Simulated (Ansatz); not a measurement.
# SnH₄O₂: up Jacob's ladder to CCSD(T)

One table from this session's results is given with a row withheld; the runs are named, their logs left out.

Method: functionals in def2-TZVPP, the program's frozen cores in correlated methods; program: Ansatz 0.2.0, Gaussian basis.

Plan: LDA (SPW92), PBE-D4, revPBE-D4, BLYP-D4, r2SCAN-D4, B97M-V, PBE0-D4, B3LYP-D4, r2SCANh-D4, r2SCAN0-D4, HSE06-D4, BHLYP-D4, CAM-B3LYP-D4, LC-ωPBE, ωB97X-V, ωB97M-V, B2PLYP, PBE-QIDH; CCSD(T)/def2-SVP; CCSD(T)/def2-TZVPP; MP2/def2-QZVPP; extrapolation to the limit; RPA on PBE.

### The geometry

The geometry comes from an earlier relaxation with PBE0-D4 in a triple-zeta def2 set; it is a stationary point, not always the lowest conformer. Sn takes the def2 core potential; no spin-orbit term is included.

SMILES `[OH][SnH2][OH]`, 7 atoms, charge 0, spin multiplicity 1.

Atoms are counted from 1 here; the program's logs count them from 0.

Bond lengths: O1–Sn2 1.962 Å, O1–H4 0.960 Å, Sn2–O3 1.962 Å, Sn2–H5 1.700 Å, Sn2–H6 1.699 Å, O3–H7 0.960 Å. Angles: Sn2–O1–H4 113.3°, O1–Sn2–O3 107.3°, O1–Sn2–H5 111.7°, O1–Sn2–H6 103.5°, O3–Sn2–H5 103.5°, O3–Sn2–H6 111.7°, H5–Sn2–H6 118.8°, Sn2–O3–H7 113.3°.

The first run:

Contents of in.yaml:

```yaml
crystal:
  periodic: [false, false, false]
  atoms:
    - {symbol: O, position_ang: [-1.547418, -0.509612, -0.413721]}
    - {symbol: Sn, position_ang: [-0.003180, 0.529832, 0.206386]}
    - {symbol: O, position_ang: [1.588616, -0.593300, -0.027168]}
    - {symbol: H, position_ang: [-1.491796, -0.756300, -1.339820]}
    - {symbol: H, position_ang: [0.301186, 1.864357, -0.800952]}
    - {symbol: H, position_ang: [-0.343036, 0.804181, 1.848780]}
    - {symbol: H, position_ang: [1.556828, -1.407258, 0.480794]}
basis:
  gaussian: {orbitals: def2-TZVPP}
hamiltonian: {xc: lda}
output: {orbitals: {seedname: orbitals}}
```

Launch:

```console
ansatz run in.yaml --threads 4 --pin off --events-out ev --progress --plain --max-ram 10444MiB
```

Among the steps run: LDA; PBE-D4 (GGA); revPBE-D4 (GGA); BLYP-D4 (GGA); r2SCAN-D4 (meta-GGA); B97M-V (meta-GGA); PBE0-D4 (hybrid); B3LYP-D4 (hybrid); r2SCANh-D4 (hybrid); r2SCAN0-D4 (hybrid); HSE06-D4 (hybrid); BHLYP-D4 (hybrid); CAM-B3LYP-D4 (range-separated); LC-ωPBE (range-separated); ωB97X-V (range-separated); ωB97M-V (range-separated); B2PLYP (double hybrid); PBE-QIDH (double hybrid).

One table of the session follows, with a row left open; its other results are not shown here.

It belongs to the step «Frontier levels by functional». 

```
  functional  HOMO (eV)  gap (eV)
 LDA (SPW92)      -7.01      5.47
      PBE-D4      -6.83      5.50
   revPBE-D4      -6.76      5.52
     BLYP-D4      -6.74      5.41
   r2SCAN-D4      -7.20      6.26
      B97M-V      -7.31      6.20
     PBE0-D4      -8.50      8.10
    B3LYP-D4      -8.24      7.49
  r2SCANh-D4      -7.83      7.22
  r2SCAN0-D4      -8.78      8.64
    HSE06-D4      -8.09      7.33
    BHLYP-D4          ?         ?
CAM-B3LYP-D4      -9.99     10.45
     LC-ωPBE     -11.36     13.06
     ωB97X-V     -11.01     12.55
     ωB97M-V     -10.94     12.12
```

Estimate the missing values for BHLYP-D4.

Worked estimate for «HOMO (eV)». Against the share of exact exchange, BLYP-D4 (0, -6.74), B3LYP-D4 (0.2, -8.24) give a slope of -7.50 per unit share; at 0.5 the line stands at -10.49.

As computed: HOMO (eV): -10.11; gap (eV): 10.47. In «HOMO (eV)» the line misses by -0.38.
